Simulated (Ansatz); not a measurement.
# Alloy of ZnGeAs2 and CdGeAs2 (15 of 16 Zn sites exchanged), 64 atoms

Wanted: the relaxed alloy cell and its gap (PBEsol and HSE06).

Method: density functional theory in Ansatz 0.2.0, PAW datasets, plane waves.

### Step 1. Starting point

64 atoms (15 Cd, 16 Ge, 32 As, 1 Zn); a = 11.857 Å, b = 11.857 Å, c = 11.299 Å, α = 90.00°, β = 90.00°, γ = 90.02°. All atoms were shaken off their sites by about 0.02 Å along each axis.

Plan of the steps: (2) PBEsol cell relaxation at the single k point (¼, ¼, ¼), on 1 × NVIDIA GB300 Max-Q with 8 threads of Arm Neoverse-V2; (3) HSE06 single point at the Γ point alone, on 1 × NVIDIA GB300 Max-Q with 8 threads of Arm Neoverse-V2.

### Step 2. PBEsol relaxation of the cell and the positions

Input file in.yaml:

```yaml
crystal:
  lattice:
    - [11.856883, -0.001650, -0.000367]
    - [-0.001650, 11.856883, -0.000367]
    - [-0.000347, -0.000347, 11.298841]
  atoms:
    - { symbol: Cd, position: [0.000387, 0.000860, 0.999435] }
    - { symbol: Cd, position: [0.001853, 0.498882, 0.003132] }
    - { symbol: Cd, position: [0.500740, 0.002943, 0.000288] }
    - { symbol: Cd, position: [0.501225, 0.498096, 0.001592] }
    - { symbol: Cd, position: [0.000372, 0.248464, 0.252784] }
    - { symbol: Cd, position: [0.002716, 0.750694, 0.249176] }
    - { symbol: Cd, position: [0.499797, 0.248350, 0.248815] }
    - { symbol: Cd, position: [0.502224, 0.749748, 0.248267] }
    - { symbol: Cd, position: [0.249660, 0.996222, 0.750174] }
    - { symbol: Cd, position: [0.249413, 0.499924, 0.753709] }
    - { symbol: Cd, position: [0.748286, 0.998267, 0.750537] }
    - { symbol: Cd, position: [0.749626, 0.500900, 0.752037] }
    - { symbol: Cd, position: [0.250475, 0.749576, 0.500135] }
    - { symbol: Cd, position: [0.751234, 0.252752, 0.500941] }
    - { symbol: Cd, position: [0.750204, 0.751825, 0.498541] }
    - { symbol: Ge, position: [0.999918, 0.998596, 0.500043] }
    - { symbol: Ge, position: [0.000591, 0.500724, 0.501615] }
    - { symbol: Ge, position: [0.502177, 0.995707, 0.503782] }
    - { symbol: Ge, position: [0.501356, 0.502360, 0.502692] }
    - { symbol: Ge, position: [0.252975, 0.000077, 0.249588] }
    - { symbol: Ge, position: [0.249638, 0.499055, 0.248978] }
    - { symbol: Ge, position: [0.751663, 0.000739, 0.251738] }
    - { symbol: Ge, position: [0.748843, 0.498958, 0.249742] }
    - { symbol: Ge, position: [0.250156, 0.249201, 0.002519] }
    - { symbol: Ge, position: [0.248625, 0.747957, 0.002379] }
    - { symbol: Ge, position: [0.749732, 0.251213, 0.002140] }
    - { symbol: Ge, position: [0.750687, 0.750185, 0.001789] }
    - { symbol: Ge, position: [0.999056, 0.248846, 0.754468] }
    - { symbol: Ge, position: [0.999519, 0.748411, 0.752865] }
    - { symbol: Ge, position: [0.500044, 0.247843, 0.748891] }
    - { symbol: Ge, position: [0.498225, 0.752132, 0.746790] }
    - { symbol: As, position: [0.136166, 0.124535, 0.124161] }
    - { symbol: As, position: [0.138504, 0.626962, 0.126655] }
    - { symbol: As, position: [0.636569, 0.123814, 0.123167] }
    - { symbol: As, position: [0.637339, 0.626809, 0.126448] }
    - { symbol: As, position: [0.109444, 0.127082, 0.624539] }
    - { symbol: As, position: [0.114229, 0.625754, 0.626324] }
    - { symbol: As, position: [0.614512, 0.122112, 0.623312] }
    - { symbol: As, position: [0.613150, 0.625252, 0.627299] }
    - { symbol: As, position: [0.367265, 0.373301, 0.122965] }
    - { symbol: As, position: [0.359783, 0.871284, 0.126900] }
    - { symbol: As, position: [0.861498, 0.376278, 0.125756] }
    - { symbol: As, position: [0.863061, 0.875291, 0.126677] }
    - { symbol: As, position: [0.377006, 0.112917, 0.373132] }
    - { symbol: As, position: [0.375509, 0.611643, 0.375887] }
    - { symbol: As, position: [0.874943, 0.112543, 0.377214] }
    - { symbol: As, position: [0.873832, 0.609453, 0.376383] }
    - { symbol: As, position: [0.124082, 0.387566, 0.371167] }
    - { symbol: As, position: [0.123280, 0.886430, 0.376181] }
    - { symbol: As, position: [0.624201, 0.390219, 0.374276] }
    - { symbol: As, position: [0.623993, 0.887081, 0.376922] }
    - { symbol: As, position: [0.388695, 0.373658, 0.626588] }
    - { symbol: As, position: [0.387700, 0.874313, 0.625915] }
    - { symbol: As, position: [0.887536, 0.375271, 0.624982] }
    - { symbol: As, position: [0.889063, 0.878264, 0.626688] }
    - { symbol: As, position: [0.125481, 0.367816, 0.873988] }
    - { symbol: As, position: [0.124783, 0.863384, 0.872391] }
    - { symbol: As, position: [0.623344, 0.363916, 0.873746] }
    - { symbol: As, position: [0.623721, 0.862641, 0.874815] }
    - { symbol: As, position: [0.377452, 0.136218, 0.875225] }
    - { symbol: As, position: [0.373507, 0.639053, 0.875552] }
    - { symbol: As, position: [0.875863, 0.139893, 0.876214] }
    - { symbol: As, position: [0.877350, 0.637288, 0.876732] }
    - { symbol: Zn, position: [0.250582, 0.249580, 0.501303] }
  symmetry: { detect: false }
kpoints:
  mp_grid: { grid: [1, 1, 1], shift: [0.25, 0.25, 0.25] }
hamiltonian:
  xc: pbesol
scf:
  occupations: { method: fermi_dirac, width: 0.01 }
relax:
  f_tol: 0.03
  max_steps: 80
  escape_saddle: false
  adjacent_minimum: "off"
  cell: { fix: [alpha, beta, gamma] }
output:
  forces: true
  eigenvalues: true
  populations: true
```

The run is started by

```
ansatz run in.yaml --threads 8 --pin off --max-ram 118750MiB --runs-dir r --events-out ev --progress --plain --backend cuda --devices 0,
```

The runs that follow: Single point with HSE06.

What does the calculation give? Wanted: for each run, top filled to lowest empty.

As calculated:

```
             level        time   k points  top filled to lowest empty (eV)
PBEsol, relaxation  14 s (GPU)  (¼, ¼, ¼)                             0.84
             HSE06  64 s (GPU)          Γ                             0.60
```

```
     quantity                                                                         value
   relaxation                                              6 recorded steps, 0.66 eV gained
largest shift                                                                 0.17 Å (As48)
 relaxed cell  a = 11.845 Å, b = 11.847 Å, c = 11.306 Å, α = 90.00°, β = 90.00°, γ = 90.02°
   mean bonds                                       As–Cd 2.621, As–Ge 2.447, As–Zn 2.482 Å
```

The relaxation lowers the energy by 0.66 eV; the largest shift is 0.17 Å (As48), while the volume changes by -0.1 %. The mean lengths of the listed bonds run from As–Ge 2.45 Å to As–Cd 2.62 Å. The relaxation ran on other k points, so part of any difference from the later rows can come from the mesh. Spin–orbit coupling is left out, which matters for the band edges of the heavier elements here. With one k point the spacing samples only the states that fold onto it, so it can exceed the gap over the zone.
